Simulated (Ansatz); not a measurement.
# C2H4GeS: the cost of one run

The runs use Ansatz 0.2.0, Gaussian basis; the settings change from run to run.

**1. The molecule**

The structure was relaxed beforehand with PBE0-D4 in a triple-zeta def2 set.

SMILES `C1=[CH][GeH2][S]1`, 8 atoms, charge 0, spin multiplicity 1.

Atoms are counted from 1 here; the program's logs count them from 0.

Bond lengths: C1–C2 1.339 Å, C1–S4 1.774 Å, C1–H5 1.087 Å, C2–Ge3 1.929 Å, C2–H6 1.082 Å, Ge3–S4 2.269 Å, Ge3–H7 1.536 Å, Ge3–H8 1.536 Å. Angles: C2–C1–S4 113.3°, C2–C1–H5 127.5°, S4–C1–H5 119.2°, C1–C2–Ge3 96.3°, C1–C2–H6 126.5°, Ge3–C2–H6 137.2°, C2–Ge3–S4 76.4°, C2–Ge3–H7 119.0°, C2–Ge3–H8 119.0°, S4–Ge3–H7 113.6°, S4–Ge3–H8 113.6°, H7–Ge3–H8 110.9°, C1–S4–Ge3 74.0°.

Geometry (Å):

| atom | x (Å) | y (Å) | z (Å) |
| --- | --- | --- | --- |
| C1 | -0.6804 | 0.9348 | -0.5778 |
| C2 | 0.0362 | 0.7766 | 0.5423 |
| Ge3 | 0.5390 | -1.0565 | 0.2138 |
| S4 | -0.7239 | -0.5192 | -1.5932 |
| H5 | -1.2101 | 1.8263 | -0.9045 |
| H6 | 0.2038 | 1.5202 | 1.3095 |
| H7 | 2.0011 | -1.3762 | -0.1310 |
| H8 | -0.0735 | -2.1631 | 1.0851 |

**2. B3LYP5/def2-mTZVP**

Set apart from the defaults: unrestricted orbitals, high accuracy.

File in.yaml:

```yaml
crystal:
  periodic: [false, false, false]
  atoms:
    - {symbol: C, position_ang: [-0.680374, 0.934807, -0.577837]}
    - {symbol: C, position_ang: [0.036224, 0.776566, 0.542286]}
    - {symbol: Ge, position_ang: [0.539023, -1.056542, 0.213794]}
    - {symbol: S, position_ang: [-0.723939, -0.519215, -1.593164]}
    - {symbol: H, position_ang: [-1.210055, 1.826333, -0.904463]}
    - {symbol: H, position_ang: [0.203781, 1.520244, 1.309487]}
    - {symbol: H, position_ang: [2.001127, -1.376193, -0.130985]}
    - {symbol: H, position_ang: [-0.073486, -2.163102, 1.085081]}
basis:
  gaussian: {orbitals: def2-mTZVP}
magnetization: {spin_polarized: true, initial_magnetization: 0}
hamiltonian: {xc: {name: B3LYP5}}
accuracy: high
output: {forces: true}
```

Run with:

```
$ ansatz run in.yaml --threads 2 --pin off --events-out ev --progress --plain --max-ram 4352MiB
```

**Question.** How long does this run take on 2 threads of Intel Xeon Platinum 8259CL at 2.50GHz, shared host, and how much memory does it need?

About 24 s, with a peak of 0.68 GiB.
